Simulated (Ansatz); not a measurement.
Molecular dynamics of Tl8Pd8F23

Input:

```yaml
accuracy: low
crystal:
  lattice:
    - [8.542659, 0.0, 0.0]
    - [0.0325, 8.542741, 0.0]
    - [0.006855, 0.067648, 8.544136]
  atoms:
    - { symbol: Tl, position: [0.4995054, 0.4990471, 0.4966931] }
    - { symbol: Pd, position: [0.250044, 0.2489053, 0.2436185] }
    - { symbol: F, position: [3.54e-05, 0.2482104, 0.2428604] }
    - { symbol: F, position: [0.2507561, 0.2499366, 0.4935693] }
    - { symbol: F, position: [0.2496572, 0.4988981, 0.2432572] }
    - { symbol: Tl, position: [0.4995054, 0.4990471, 0.9966931] }
    - { symbol: Pd, position: [0.250044, 0.2489053, 0.7436185] }
    - { symbol: F, position: [3.54e-05, 0.2482104, 0.7428604] }
    - { symbol: F, position: [0.2507561, 0.2499366, 0.9935693] }
    - { symbol: F, position: [0.2496572, 0.4988981, 0.7432572] }
    - { symbol: Tl, position: [0.4995054, 0.9990471, 0.4966931] }
    - { symbol: Pd, position: [0.250044, 0.7489053, 0.2436185] }
    - { symbol: F, position: [3.54e-05, 0.7482104, 0.2428604] }
    - { symbol: F, position: [0.2507561, 0.7499366, 0.4935693] }
    - { symbol: F, position: [0.2496572, 0.9988981, 0.2432572] }
    - { symbol: Tl, position: [0.4995054, 0.9990471, 0.9966931] }
    - { symbol: Pd, position: [0.250044, 0.7489053, 0.7436185] }
    - { symbol: F, position: [3.54e-05, 0.7482104, 0.7428604] }
    - { symbol: F, position: [0.2507561, 0.7499367, 0.9935693] }
    - { symbol: F, position: [0.2496572, 0.9988981, 0.7432572] }
    - { symbol: Tl, position: [0.9995054, 0.4990471, 0.4966931] }
    - { symbol: Pd, position: [0.750044, 0.2489053, 0.2436185] }
    - { symbol: F, position: [0.5000354, 0.2482104, 0.2428604] }
    - { symbol: F, position: [0.7507561, 0.2499366, 0.4935693] }
    - { symbol: F, position: [0.7496572, 0.4988981, 0.2432572] }
    - { symbol: Tl, position: [0.9995054, 0.4990471, 0.9966931] }
    - { symbol: Pd, position: [0.750044, 0.2489053, 0.7436185] }
    - { symbol: F, position: [0.5000354, 0.2482104, 0.7428604] }
    - { symbol: F, position: [0.7507561, 0.2499366, 0.9935693] }
    - { symbol: F, position: [0.7496572, 0.4988981, 0.7432572] }
    - { symbol: Tl, position: [0.9995054, 0.9990471, 0.4966931] }
    - { symbol: Pd, position: [0.750044, 0.7489053, 0.2436185] }
    - { symbol: F, position: [0.5000354, 0.7482104, 0.2428604] }
    - { symbol: F, position: [0.7507561, 0.7499366, 0.4935693] }
    - { symbol: F, position: [0.7496572, 0.9988981, 0.2432572] }
    - { symbol: Tl, position: [0.9995054, 0.9990471, 0.9966931] }
    - { symbol: Pd, position: [0.750044, 0.7489053, 0.7436185] }
    - { symbol: F, position: [0.5000354, 0.7482104, 0.7428604] }
    - { symbol: F, position: [0.7496572, 0.9988981, 0.7432572] }
basis:
  ecutwfc: 420.0
kpoints:
  mp_grid: { grid: [1, 1, 1] }
hamiltonian:
  xc: lda
scf:
  occupations: { method: fermi_dirac, width: 0.05 }
  lower_state_search: "off"
md:
  timestep: 2
  n_steps: 280
  ensemble: nvt_langevin
  temperature: 1500.0
  initial_velocities: maxwell_boltzmann
  seed: 391259
  friction: 0.01
```

Command:

```bash
$ ansatz run input.yaml --threads 2 --pin off --max-ram 5120MiB --backend cpu --events-out ev --progress --plain --runs-dir out
```

It starts from an unrelaxed structure (largest force component 0.29 eV/Å).

Output, in part (step lines):

```
md step     0: t =     0.00 fs  T =  1461.5 K  F+E_penalty+E_count = -162174.98566811 eV  E_kin = 7.367820 eV  (11 SCF iters)
md step     1: t =     2.00 fs  T =  1415.7 K  F+E_penalty+E_count = -162174.93780584 eV  E_kin = 7.136927 eV  (12 SCF iters)
md step     2: t =     4.00 fs  T =  1302.0 K  F+E_penalty+E_count = -162174.80100281 eV  E_kin = 6.563387 eV  (12 SCF iters)
md step     3: t =     6.00 fs  T =  1256.4 K  F+E_penalty+E_count = -162174.58575410 eV  E_kin = 6.333718 eV  (12 SCF iters)
md step     4: t =     8.00 fs  T =  1261.6 K  F+E_penalty+E_count = -162174.29069988 eV  E_kin = 6.359743 eV  (12 SCF iters)
md step     5: t =    10.00 fs  T =  1203.4 K  F+E_penalty+E_count = -162173.92664388 eV  E_kin = 6.066748 eV  (9 SCF iters)
md step     6: t =    12.00 fs  T =  1193.9 K  F+E_penalty+E_count = -162173.52083748 eV  E_kin = 6.018819 eV  (9 SCF iters)
md step     7: t =    14.00 fs  T =  1154.5 K  F+E_penalty+E_count = -162173.09876284 eV  E_kin = 5.820228 eV  (9 SCF iters)
[... lines left out ...]
```

The steps, from the saved trajectory:

```csv
time (fs),T (K),potential energy less start (eV)
0.0,1462,0.000
18.0,1010,2.624
36.0,949,3.216
54.0,1023,4.502
72.0,1143,5.047
90.0,1388,4.838
108.0,1318,5.629
126.0,1480,5.583
144.0,1461,5.809
162.0,1602,5.413
180.0,1393,6.156
198.0,1206,7.325
216.0,1329,7.123
234.0,1261,7.174
252.0,1174,7.252
270.0,1178,6.737
288.0,1441,6.578
306.0,1757,5.030
324.0,1450,5.874
342.0,1450,5.929
360.0,1452,5.939
378.0,1377,6.554
396.0,1370,6.262
414.0,1363,6.440
432.0,1469,6.138
450.0,1487,6.370
468.0,1263,6.524
486.0,1319,6.467
504.0,1352,6.686
522.0,1158,7.315
540.0,1610,7.272
558.0,1446,8.102
```

All steps were run. A run of 0.56 ps of so small a system gives no equilibrium averages. Limits of this set-up: coarse k mesh, odd electron count without spin, low accuracy level.

Mean squared displacements from the first frame to the last, about the centre of mass: Tl 0.25 Å², Pd 0.20 Å², F 0.36 Å².

Last frame:

```xyz
39
Lattice="8.5427 0.0000 0.0000 0.0325 8.5427 0.0000 0.0069 0.0676 8.5441" Properties=species:S:1:pos:R:3
Tl 4.827 4.754 4.632
Pd 2.242 2.238 2.362
F 0.281 2.211 1.962
F 2.458 2.400 4.368
F 2.704 4.316 2.057
Tl 4.737 3.617 8.800
Pd 2.338 2.276 6.532
F 0.309 1.435 6.103
F 2.138 2.399 8.518
F 1.118 3.860 6.884
Tl 4.540 8.492 4.407
Pd 2.811 6.381 2.076
F 0.328 6.034 1.869
F 2.421 6.624 4.535
F 2.467 8.386 2.117
Tl 4.233 8.962 8.334
Pd 2.023 6.381 6.533
F -0.063 6.175 6.639
F 2.377 6.787 8.294
F 3.104 8.672 6.374
Tl 8.765 4.259 3.932
Pd 6.911 1.901 1.806
F 4.907 1.810 2.335
F 7.030 1.603 3.908
F 6.636 4.291 2.295
Tl 8.498 4.447 8.431
Pd 6.815 1.722 5.987
F 4.878 2.023 6.236
F 6.802 2.213 8.100
F 7.332 3.770 6.164
Tl 9.334 8.582 3.899
Pd 6.891 6.319 1.468
F 4.890 6.700 1.617
F 7.008 5.997 4.477
F 6.962 8.431 1.248
Tl 8.903 8.446 8.328
Pd 6.484 6.233 6.624
F 4.617 6.087 6.905
F 6.497 8.517 6.888
```

The run took 11 min on 2 threads of AMD EPYC 9R45 96-Core Processor (Zen 5), with other jobs on the host, peak memory 0.84 GiB.
